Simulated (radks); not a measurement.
**C inside a hard spherical wall**

Aim: energy, levels and pressure of C as a wall, at which all orbitals vanish, closes in. The configuration stays [He] 2s2 2p2.

Method: scalar-relativistic Kohn-Sham, PBE, spin-polarised, spherical densities, point nucleus; open shells are filled with parallel spins first. Code: radks (a radial shooting solver on a logarithmic mesh, Libxc functionals) version 1.

### Step 1. The system

```
element       : carbon (Z = 6)
charge        : 0
electrons     : 6
configuration : [He] 2s2 2p2
```

Outer shells as boxes (Hund's rule):

C
```
[He] core
2s [↑↓]
2p [↑ ][↑ ][  ]
```

### Step 2. The free atom

The run's settings:

```text
Z 6
configuration [He] 2s2 2p2 3s0 3p0 3d0
relativity scalar-relativistic
functional pbe,pbe
spin polarised
nucleus point
c 137.035999084
```

### Step 3. Wall at 20 bohr

Changes since step 2:

```diff
@@ -6,2 +6,3 @@
 nucleus point
+wall 20 bohr
 c 137.035999084
```

### Step 4. Wall at 15 bohr

Changes since step 3:

```diff
@@ -6,3 +6,3 @@
 nucleus point
-wall 20 bohr
+wall 15 bohr
 c 137.035999084
```

### Step 5. Wall at 10 bohr

Changes since step 4:

```diff
@@ -6,3 +6,3 @@
 nucleus point
-wall 15 bohr
+wall 10 bohr
 c 137.035999084
```

### Step 6. Wall at 7 bohr

Changes since step 5:

```diff
@@ -6,3 +6,3 @@
 nucleus point
-wall 10 bohr
+wall 7 bohr
 c 137.035999084
```

### Step 7. Wall at 6 bohr

Changes since step 6:

```diff
@@ -6,3 +6,3 @@
 nucleus point
-wall 7 bohr
+wall 6 bohr
 c 137.035999084
```

### Step 8. Wall at 5 bohr

Changes since step 7:

```diff
@@ -6,3 +6,3 @@
 nucleus point
-wall 6 bohr
+wall 5 bohr
 c 137.035999084
```

### Step 9. Wall at 3.5 bohr

Changes since step 8:

```diff
@@ -6,3 +6,3 @@
 nucleus point
-wall 5 bohr
+wall 3.5 bohr
 c 137.035999084
```

### Step 10. Wall at 3 bohr

Changes since step 9:

```diff
@@ -6,3 +6,3 @@
 nucleus point
-wall 3.5 bohr
+wall 3 bohr
 c 137.035999084
```

### Step 11. Wall at 2 bohr

Changes since step 10:

```diff
@@ -6,3 +6,3 @@
 nucleus point
-wall 3 bohr
+wall 2 bohr
 c 137.035999084
```

**Question.** What will these runs give? Wanted: for each run, R; E − E(free); ε(2p); ε(3s, empty); ε(3p, empty); ε(3d, empty); pressure.

The runs gave:

| R (bohr) | E − E(free) (eV) | ε(2p) (eV) | ε(3s, empty) (eV) | ε(3p, empty) (eV) | ε(3d, empty) (eV) | pressure (GPa) |
| --- | --- | --- | --- | --- | --- | --- |
| free | 0.000 | -6.095 | - | - | - | 0 |
| 20 | 0.000 | -6.095 | - | - | - | < 0.0001 |
| 15 | 0.000 | -6.095 | -0.231 | - | - | < 0.0001 |
| 10 | 0.001 | -6.092 | 0.267 | 1.639 | 2.979 | 0.000626 |
| 7 | 0.032 | -6.001 | 2.283 | 4.509 | 5.863 | 0.0757 |
| 6 | 0.126 | -5.809 | 4.359 | 7.066 | 7.983 | 0.420 |
| 5 | 0.523 | -5.231 | 8.697 | 11.928 | 11.569 | 2.63 |
| 3.5 | 5.194 | -1.308 | 29.311 | 32.159 | 24.671 | 58.8 |
| 3 | 11.827 | 2.640 | 47.486 | 48.589 | 34.724 | 190 |
| 2 | 71.110 | 26.490 | 152.33 | 135.60 | 86.385 | 2981 |

Eigenvalues are for spin up. At the tightest wall, 2 bohr, the energy stands 71.110 eV above the free atom and the pressure, −dE/dV, is 2981 GPa. Of the levels in the table that exist at both ends, 2p rises most from the free atom (32.585 eV). From R = 3 bohr inwards the highest occupied level lies above zero, pushed up by confinement. Shells are not refilled when levels cross, and a hard wall is a model, not a crystal.
